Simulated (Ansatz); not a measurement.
# BH3Se (SMILES B[SeH]): single points off equilibrium

One table from this session's results is given with a row withheld; the runs are named, their logs left out.

Program: Ansatz 0.2.0, Gaussian basis. Level of theory: single points in def2-TZVPP. These are calculated values, not measurements.

Correlated methods freeze the cores. Filled d shells of the heavier atoms are correlated.

**Starting geometry**

SMILES `B[SeH]`, 5 atoms, charge 0, spin multiplicity 1.

Atoms are counted from 1 here; the program's logs count them from 0.

Bond lengths: B1–Se2 1.829 Å, B1–H3 1.179 Å, B1–H4 1.057 Å, Se2–H5 1.534 Å. Angles: Se2–B1–H3 125.0°, Se2–B1–H4 115.9°, H3–B1–H4 119.1°, B1–Se2–H5 101.2°.

Coordinates:

```
atom     x (Å)     y (Å)     z (Å)
  B1  -0.07080  -0.60710   0.06950
 Se2   0.96960   0.85660  -0.27880
  H3  -1.21080  -0.57120   0.36620
  H4   0.41730  -1.54300   0.02000
  H5  -0.02710   1.99580  -0.02790
```

The first run:

Input file run/in.yaml:

```yaml
crystal:
  periodic: [false, false, false]
  atoms:
    - {symbol: B, position_ang: [-0.070800, -0.607100, 0.069500]}
    - {symbol: Se, position_ang: [0.969600, 0.856600, -0.278800]}
    - {symbol: H, position_ang: [-1.210800, -0.571200, 0.366200]}
    - {symbol: H, position_ang: [0.417300, -1.543000, 0.020000]}
    - {symbol: H, position_ang: [-0.027100, 1.995800, -0.027900]}
basis:
  gaussian: {orbitals: def2-TZVPP}
correlation: {method: ccsd_t}
output: {forces: true}
```

No record of the launch command was kept for these runs.

Among the steps run: CCSD(T)/def2-TZVPP; PBE0-D4/def2-TZVPP; wB97M-V/def2-TZVPP; r2SCAN-D4/def2-TZVPP; PBE-D4/def2-TZVPP; LC-wPBE/def2-TZVPP; revPBE-D4/def2-TZVPP.

One table of the session follows, with a row left open; its other results are not shown here.

```
   method  RMS force component (eV/Å)  angle to CCSD(T) forces (°)  dipole (D)
  CCSD(T)                       1.690                    reference        0.65
  PBE0-D4                       1.673                          3.2        0.65
  wB97M-V                       1.639                          1.9        0.60
r2SCAN-D4                           ?                            ?           ?
   PBE-D4                       1.670                          6.0        0.72
  LC-wPBE                       1.694                          5.9        0.62
revPBE-D4                       1.690                          5.9        0.70
```

Q: Estimate the row for r2SCAN-D4 from the others.

The run gave: RMS force component (eV/Å): 1.655; angle to CCSD(T) forces (°): 2.7; dipole (D): 0.65. In the column «RMS force component (eV/Å)» it lies between wB97M-V (1.639) and PBE-D4 (1.670).
